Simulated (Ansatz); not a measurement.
# Ba2Tl5V3O12: atomic charges with PBE

Crystal: Ba2Tl5V3O12.

```
Ba V Tl O
1.0
     6.49009   -6.67692    0.00000
     6.49009    6.67692    0.00000
    -2.00957    0.00000    5.73760
Ba V Tl O
2 3 5 12
Direct
  0.47917 0.52083 0.00000
  0.79264 0.20736 0.00000
  0.65694 0.94605 0.25735
  0.05395 0.34306 0.74265
  0.57442 0.42558 0.50000
  0.49835 0.85629 0.63726
  0.14371 0.50165 0.36274
  0.01508 0.98492 0.50000
  0.30964 0.12677 0.21892
  0.87323 0.69036 0.78108
  0.00390 0.26325 0.44275
  0.59719 0.60676 0.67706
  0.91333 0.42820 0.84635
  0.52536 0.79943 0.20594
  0.68766 0.41628 0.31356
  0.09251 0.20316 0.88601
  0.58372 0.31234 0.68644
  0.79684 0.90749 0.11399
  0.57180 0.08667 0.15365
  0.20057 0.47464 0.79406
  0.73675 0.99610 0.55725
  0.39324 0.40281 0.32294
```

The cell was built by a generator and needn't be a form met in nature.

- Program: Ansatz 0.2.0
- Task: atomic charges
- Functional: PBE
- Potentials or basis: Ansatz PAW
- Cutoff: 420 eV (not typed: the program's choice for these potentials)
- k mesh: 3 × 3 × 5
- Occupations: fermi-dirac, width 0.05 eV
- Spin: collinear spin, ferromagnetic start
- Starting moments: [0.0, 0.0, 2.0, 2.0, 2.0, 0.0, 0.0, 0.0, 0.0, 0.0, 0.0, 0.0, 0.0, 0.0, 0.0, 0.0, 0.0, 0.0, 0.0, 0.0, 0.0, 0.0] μB

| Item | Value |
| --- | --- |
| Pressure | 0.0 GPa |
| Largest force | 0.005 eV/Å |
| Band gap on the k mesh | 2.90 eV, indirect (least direct gap 2.95 eV) |
| Net moment | 0.00 μB per cell |
| Absolute moment | 0.00 μB per cell |
| Bader charges | Ba +1.59, +1.64; V +2.11, +2.12; Tl +0.70, +0.67, +0.73; O -1.09, -1.11, -1.07, -1.12, -1.08 e |

Forces on the atoms (eV/Å):
```
Ba   0.000  0.004  0.000
Ba   0.000 -0.005  0.000
V   -0.002  0.001 -0.001
V    0.002  0.001  0.001
V    0.000  0.000  0.000
Tl   0.002  0.001  0.001
Tl  -0.002  0.001 -0.001
Tl   0.000  0.003  0.000
Tl  -0.002 -0.003 -0.002
Tl   0.002 -0.003  0.002
O   -0.001  0.001  0.001
O   -0.002 -0.001  0.000
O   -0.001  0.002 -0.001
O   -0.004 -0.001  0.000
O   -0.001 -0.001 -0.001
O   -0.002  0.000  0.001
O    0.001 -0.001  0.001
O    0.002  0.000 -0.001
O    0.001  0.002  0.001
O    0.004 -0.001  0.000
O    0.001  0.001 -0.001
O    0.002 -0.001  0.000
```

Levels at points of the mesh, in eV from the valence-band top:
Spin up:
| k point | band 94 | band 95 | band 96 | band 97 | band 98 | band 99 | band 100 | band 101 | band 102 | band 103 |
| --- | --- | --- | --- | --- | --- | --- | --- | --- | --- | --- |
| (0.00, 0.00, 0.00) | -0.42 | -0.31 | -0.20 | -0.08 | -0.05 | 2.90 | 3.51 | 3.67 | 3.69 | 3.80 |
Spin down:
| k point | band 94 | band 95 | band 96 | band 97 | band 98 | band 99 | band 100 | band 101 | band 102 | band 103 |
| --- | --- | --- | --- | --- | --- | --- | --- | --- | --- | --- |
| (0.00, 0.00, 0.00) | -0.42 | -0.31 | -0.20 | -0.08 | -0.05 | 2.90 | 3.51 | 3.67 | 3.69 | 3.80 |

Wall time 53 s on 8 threads of Intel(R) Xeon(R) 6975P-C (Granite Rapids), on a shared host, peak memory 3.3 GiB.

Caveat: odd divisions of the mesh miss points on the zone boundary, where band edges often lie, so the gap on the mesh can be too wide; the pressure holds a Pulay correction of +0.3 GPa for the finite cutoff; spin-orbit coupling is left out, which as a rule narrows the gap of such compounds by several tenths of an eV; the starting moments weren't kept. PBE gaps usually lie below the measured ones, often by a third to a half.
